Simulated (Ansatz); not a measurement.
# CH5AlF2O: the cost of one run

Method: RKS B3LYP/def2-SVP, in Ansatz 0.2.0.

### Step 1. The starting structure

Bond lengths: Al1–C2 2.289 Å, Al1–F3 1.645 Å, Al1–F4 1.640 Å, Al1–O6 2.176 Å, C2–H7 1.087 Å, C2–H8 1.097 Å, C2–H9 1.090 Å, O6–H10 0.954 Å. Angles: Al1–C2–H7 127.5°, Al1–C2–H8 89.4°, Al1–C2–H9 115.5°, H7–C2–H8 104.3°, H7–C2–H9 109.3°, H8–C2–H9 105.2°, C2–Al1–F3 107.7°, C2–Al1–F4 117.0°, C2–Al1–O6 73.6°, F3–Al1–F4 121.8°, F3–Al1–O6 112.3°, F4–Al1–O6 114.7°, Al1–O6–H10 132.9°.

Coordinates:

```xyz
10

Al    0.0305   -1.2179    0.2921
C     0.7955    0.8478   -0.3292
F    -0.1616   -2.1121   -1.0749
F     0.6572   -1.8618    1.6642
H    -0.5062    0.5654    0.1058
O    -1.6172    0.1674    0.6095
H     0.8981    1.7303    0.2965
H     1.8124    0.4397   -0.3907
H     0.5483    1.1528   -1.3461
H    -2.4570    0.2883    0.1728
```

### Step 2. Pulling towards end A

Springs on the bonds that form and break draw the guess towards this end; the thresholds are loose.

The input, input.yaml:

```yaml
crystal:
  periodic: [false, false, false]
  atoms:
    - { symbol: Al, position_ang: [0.0305, -1.2179, 0.2921] }
    - { symbol: C, position_ang: [0.7955, 0.8478, -0.3292] }
    - { symbol: F, position_ang: [-0.1616, -2.1121, -1.0749] }
    - { symbol: F, position_ang: [0.6572, -1.8618, 1.6642] }
    - { symbol: H, position_ang: [-0.5062, 0.5654, 0.1058] }
    - { symbol: O, position_ang: [-1.6172, 0.1674, 0.6095] }
    - { symbol: H, position_ang: [0.8981, 1.7303, 0.2965] }
    - { symbol: H, position_ang: [1.8124, 0.4397, -0.3907] }
    - { symbol: H, position_ang: [0.5483, 1.1528, -1.3461] }
    - { symbol: H, position_ang: [-2.457, 0.2883, 0.1728] }
basis:
  gaussian: { orbitals: def2-SVP }
hamiltonian:
  xc: b3lyp
relax:
  f_tol: 0.15
  max_steps: 25
  restrain:
    - { distance: [0, 5], at: 3.17, k: 30.0 }
    - { distance: [4, 1], at: 2.37, k: 30.0 }
    - { distance: [0, 1], at: 1.97, k: 30.0 }
    - { distance: [4, 5], at: 0.97, k: 30.0 }
```

Run with:

```bash
$ ansatz run input.yaml --threads 2 --pin off --max-ram 3072MiB --backend cpu --events-out ev --progress --plain --runs-dir out
```

What time and memory should one allow on 2 threads of AMD EPYC 9R45 (Zen 5), shared host?

About 12 s, with a peak of 0.22 GiB.
